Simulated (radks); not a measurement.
# Taking charge from the 1s level of Si⁵⁺ in fractions

One table from this session's results is given with a row withheld; the runs are named, their logs left out.

The numbers are computed with radks (a radial shooting solver on a logarithmic mesh, Libxc functionals) version 1 (scalar-relativistic Kohn-Sham, PBE, spin-polarised, spherical densities, point nucleus; open shells are filled with parallel spins first), except any that are marked as measured or tabulated.

## Starting point

```
element       : silicon (Z = 14)
charge        : +5
electrons     : 9
configuration : 1s(up 1, down 1) 2s2 2p5
```

A shell typed twice in an input gives spin up, then spin down.

Set-up of the first run:

The run's settings:

```text
Z 14
configuration 1s1 1s1 2s2 2p5
relativity scalar-relativistic
functional pbe,pbe
spin polarised
nucleus point
c 137.035999084
```

Among the steps run: Start: 1s(up 1, down 1) 2s2 2p5.

One table of the session follows, with a row left open; its other results are not shown here.

It belongs to the step «Start: 1s(up 1, down 1) 2s2 2p5». Sizes of the orbitals, from the radial functions (bohr):

```
  level     <r>  outermost maximum (interpolated)  90 % within
  1s up  0.1112                            0.0726        0.199
1s down  0.1111                            0.0726        0.199
  2s up  0.5468                             0.446        0.855
2s down  0.5494                             0.447        0.860
  2p up  0.5050                             0.376        0.838
2p down       ?                                 ?            ?
```

Q: Estimate the row for 2p down from the others.

As computed: <r>: 0.5088; outermost maximum (interpolated): 0.377; 90 % within: 0.846. In the column «<r>» it lies between 2p up (0.5050) and 2s up (0.5468).
